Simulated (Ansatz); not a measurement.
Write the native input for Ansatz 0.2.0 that does the following.

```yaml
Task: single point
Functional: LDA
Potentials_or_basis: Ansatz PAW
Cutoff: "420 eV (not typed: the program's choice for these potentials)"
k_mesh: 6 × 6 × 6
Occupations: gaussian, width 0.05 eV
Spin: collinear spin, antiferromagnetic start
Starting_moments: "[1.0, -1.0, 0.0, 0.0] μB"
```

Crystal: RuSe.

```
Ru Se
1.0
     5.35523    2.67762    2.67762
     2.67762    5.35523    2.67762
     2.67762    2.67762    5.35523
Ru Se
2 2
Cartesian
  2.6776 2.6776 2.6776
  8.0328 8.0328 8.0328
  0.0000 0.0000 0.0000
  5.3552 5.3552 5.3552
```

The cell comes from a database or a generator and needn't be the stable form of this composition.

The cell isn't the ideal one: another cell of the same crystal, with 4 atoms.

One way to write it, as run:

input.yaml

```yaml
crystal:
  lattice:
    - [5.35523282, 2.67761641, 2.67761641]
    - [2.67761641, 5.35523282, 2.67761641]
    - [2.67761641, 2.67761641, 5.35523282]
  atoms:
    - { symbol: Ru, position: [0.25, 0.25, 0.25], spin: 1.0 }
    - { symbol: Ru, position: [0.75, 0.75, 0.75], spin: -1.0 }
    - { symbol: Se, position: [0.0, 0.0, 0.0] }
    - { symbol: Se, position: [0.5, 0.5, 0.5] }
hamiltonian:
  xc: lda
  pseudopotentials: { kind: paw }
magnetization:
  spin_polarized: true
kpoints:
  mp_grid: { grid: [6, 6, 6] }
scf:
  occupations: { method: gaussian, width: 0.05 }
output:
  forces: true
  stress: true
  eigenvalues: true
```

Potentials or basis: Ansatz PAW.

Command:

```bash
$ ansatz run input.yaml --threads 2 --pin off --max-ram 5632MiB --backend cpu --events-out ev --progress --plain --runs-dir out
```

Results of the run:

```yaml
Pressure: -19.5 GPa
Band_gap_on_the_k_mesh: none (metal or under the smearing width)
Net_moment: 1.95 μB per cell
Absolute_moment: 1.96 μB per cell
Site_moments: Ru +0.81; Se +0.05 μB
```

Caveat: so large a pressure means that the cell lies far from this level's equilibrium, or that cutoff or potentials fall short; the PAW data sets come from PBE, with cores solved anew for the run's functional, which leaves a small shift of forces and pressure; the starting moments weren't kept.

Wall time 10 s on 2 threads of Arm Neoverse V2 (shared host), peak memory 0.46 GiB.
